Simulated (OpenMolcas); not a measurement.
# Cr²⁺ among point charges: CASSCF levels and susceptibility

Aim: the splitting of the states of Cr²⁺ in the field of 6 point charges, its lowest levels with spin-orbit coupling and its magnetic susceptibility.

The numbers are computed with OpenMolcas 26.06 (state-averaged CASSCF, spin-orbit coupling by RASSI with atomic mean-field integrals), except any that are marked as measured or tabulated.

1 further run of the same task is left out (it didn't finish).

## 1. The atom as given

| Quantity | Value |
| --- | --- |
| Species | Cr²⁺ (chromium, Z = 24, 22 electrons) |
| Basis | ANO-RCC-VDZP [5s4p2d1f], 34 functions |
| Scalar Hamiltonian | DKH2, point nucleus |
| Inactive shells | 1s 2s 2p 3s 3p |
| Active space | 4 electrons in 5 orbitals (3d) |
| Some configurations of this space | 3d4 |
| Orbitals | optimised for each spin and parity, averaged over all roots |

Outer shells as boxes (Hund's rule):

3d4
```
3d [↑ ][↑ ][↑ ][↑ ][  ]
```

The ion sits among 6 point charges of -2.2 e arranged as a trigonal antiprism (D3d), 1.89 Å from the ion, with a polar angle of 61.9° against the regular 54.74°. The active orbitals were held to one l.

The work runs as a chain of OpenMolcas steps in one folder; each step below is one input file. Labels, J, g values, rates, χT and fits are worked out afterwards by a script from the matrices that RASSI stores. The input lists half of the charges; inversion (Group=XYZ) makes the rest.

## 2. One- and two-electron integrals

Input file a.inp:

```
&GATEWAY
Coord
1

Cr 0.0 0.0 0.0
Basis=ANO-RCC-VDZP
Group=XYZ
NoMove
AngMom=0.0 0.0 0.0
AMFI
XField
3 Angstrom 0
0.000000 1.666462 0.891631 -2.200000
1.443198 -0.833231 0.891631 -2.200000
1.443198 0.833231 -0.891631 -2.200000
&SEWARD
```

## 3. Reference wave functions, quintets of even parity, 5 roots

Input file a.inp:

```
&RASSCF
FileOrb=start.orb
Symmetry=1
Spin=5
nActEl=4 0 0
Inactive=3 6
Ras2=5 0
CIRoot=5 5 1
SDav=5
CIMx=300
Iter=120 100
PrWF=0.3
OrbListing=Nothing
MaxOrb=0
SupSym
1
10 4 5 6 7 8 11 12 13 14 15
0
>>> COPY $Project.JobIph JOB001
```

start.orb holds the contracted functions of the basis, ordered by shell, or the orbitals of the step before.

## 4. CASSCF: triplets of even parity, 45 roots

Input file a.inp:

```
&RASSCF
FileOrb=start.orb
Symmetry=1
Spin=3
nActEl=4 0 0
Inactive=3 6
Ras2=5 0
CIRoot=45 45 1
SDav=45
CIMx=300
Iter=120 100
PrWF=0.3
OrbListing=Nothing
MaxOrb=0
SupSym
1
10 4 5 6 7 8 11 12 13 14 15
0
>>> COPY $Project.JobIph JOB002
```

## 5. CASSCF: singlets of even parity, 50 roots

Input file a.inp:

```
&RASSCF
FileOrb=start.orb
Symmetry=1
Spin=1
nActEl=4 0 0
Inactive=3 6
Ras2=5 0
CIRoot=50 50 1
SDav=50
CIMx=300
Iter=120 100
PrWF=0.3
OrbListing=Nothing
MaxOrb=0
SupSym
1
10 4 5 6 7 8 11 12 13 14 15
0
>>> COPY $Project.JobIph JOB003
```

## 6. State interaction with spin-orbit coupling

Input file a.inp:

```
&RASSI
NrOfJobIphs=3 5 45 50
1 2 3 4 5
1 2 3 4 5 6 7 8 9 10 11 12 13 14 15 16 17 18 19 20 21 22 23 24 25 26 27
28 29 30 31 32 33 34 35 36 37 38 39 40 41 42 43 44 45
1 2 3 4 5 6 7 8 9 10 11 12 13 14 15 16 17 18 19 20 21 22 23 24 25 26 27
28 29 30 31 32 33 34 35 36 37 38 39 40 41 42 43 44 45 46 47 48 49 50
IphNames
JOB001
JOB002
JOB003
EJob
SpinOrbit
DIPRint=1.0
SOCoupling=1000.0
Subsets=2
Property=9
'ANGMOM' 1 'ANGMOM' 2 'ANGMOM' 3 'MLTPL  1' 1 'MLTPL  1' 2 'MLTPL  1' 3
'AMFI' 1 'AMFI' 2 'AMFI' 3
SOProperty=3
'ANGMOM' 1 'ANGMOM' 2 'ANGMOM' 3
```

**Question.** What will these runs give? Wanted: spin-free ground state; first state of the same spin within the active space; lowest level; next level.

The runs gave:

| quantity | value |
| --- | --- |
| method | CASSCF |
| spin-free ground state | 5E, 2-fold in its orbital part |
| first state of the same spin within the active space | 5E at 11800 cm⁻¹ |
| lowest level | 2-fold, g = 0.00, 0.00, 5.34 |
| next level | 89.9 cm⁻¹ |
| χT at 300 K | 2.66 cm³ K/mol |
| effective moment at 300 K | 4.61 μB |

What this shows: The spin-free ground state (5E) comes to 100 % from free-ion D terms and keeps the highest spin of the shell. χT at 300 K is 2.66, against 3.01 cm³ K/mol for the spin alone, so spin-orbit coupling lowers it. An active space of the d shell alone favours high spin; real ions in strong fields can be low spin. The field of point charges can differ much from that of real complexes. With metal d orbitals alone active, the gaps between spin states are rough; where two lie within a few thousand cm-1, their order is open. This is an electrostatic model: the charges have no orbitals.
